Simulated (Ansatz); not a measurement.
# CH6BFO: the cost of one run

All numbers below are computed with Ansatz 0.2.0 (RHF/def2-SVP).

1 further run of the same task is left out (it didn't finish).

**1. The system as given**

Bond lengths: B1–F2 1.670 Å, B1–C3 1.600 Å, C3–H4 1.110 Å, C3–H5 1.110 Å, C3–H6 1.110 Å, B1–H7 1.190 Å, B1–O8 1.710 Å, O8–H9 1.010 Å, F2–H10 1.041 Å, O8–H10 1.132 Å. Angles (14 of 17 angles, heavy atoms first): F2–B1–C3 120.0°, F2–B1–O8 71.6°, C3–B1–O8 96.8°, B1–F2–H10 80.7°, F2–B1–H7 120.0°, C3–B1–H7 120.0°, H7–B1–O8 101.3°, B1–C3–H4 109.5°, B1–C3–H5 109.5°, B1–C3–H6 109.5°, B1–O8–H9 109.5°, B1–O8–H10 76.7°, F2–H10–O8 131.0°, H4–C3–H5 109.4°.

Structure file:

```xyz
10

B     0.0000    0.0000    0.0000
F     0.0000    0.0000    1.6700
C     1.3856    0.0000   -0.8000
H     1.7152   -1.0462   -0.9702
H     1.2491    0.5080   -1.7774
H     2.1552    0.5381   -0.2082
H    -1.0305    0.0000   -0.5950
O     0.0766    1.6210    0.5392
H     0.4753    1.6492    1.4668
H     0.0485    1.0264    1.5024
```

**2. Pulling towards end A**

Springs on the bonds that form and break draw the guess towards this end; the thresholds are loose.

The input, input.yaml:

```yaml
crystal:
  periodic: [false, false, false]
  atoms:
    - { symbol: B, position_ang: [0.0, 0.0, 0.0] }
    - { symbol: F, position_ang: [0.0, 0.0, 1.67] }
    - { symbol: C, position_ang: [1.3856, 0.0, -0.8] }
    - { symbol: H, position_ang: [1.7152, -1.0462, -0.9702] }
    - { symbol: H, position_ang: [1.2491, 0.508, -1.7774] }
    - { symbol: H, position_ang: [2.1552, 0.5381, -0.2082] }
    - { symbol: H, position_ang: [-1.0305, 0.0, -0.595] }
    - { symbol: O, position_ang: [0.0766, 1.621, 0.5392] }
    - { symbol: H, position_ang: [0.4753, 1.6492, 1.4668] }
    - { symbol: H, position_ang: [0.0485, 1.0264, 1.5024] }
basis:
  gaussian: { orbitals: def2-SVP }
hamiltonian:
  xc: hf
relax:
  f_tol: 0.15
  max_steps: 25
  restrain:
    - { distance: [0, 7], at: 2.61, k: 30.0 }
    - { distance: [9, 1], at: 2.12, k: 30.0 }
    - { distance: [0, 1], at: 1.32, k: 30.0 }
    - { distance: [9, 7], at: 1.01, k: 30.0 }
```

On the command line:

```sh
> ansatz run input.yaml --threads 1 --pin off --max-ram 2048MiB --backend cpu --events-out ev --progress --plain --runs-dir out
```

**Question.** How long does this run take on 1 thread of Intel Xeon 6975P-C (Granite Rapids), shared host, and how much memory does it need?

About 18 s, with a peak of 0.16 GiB.
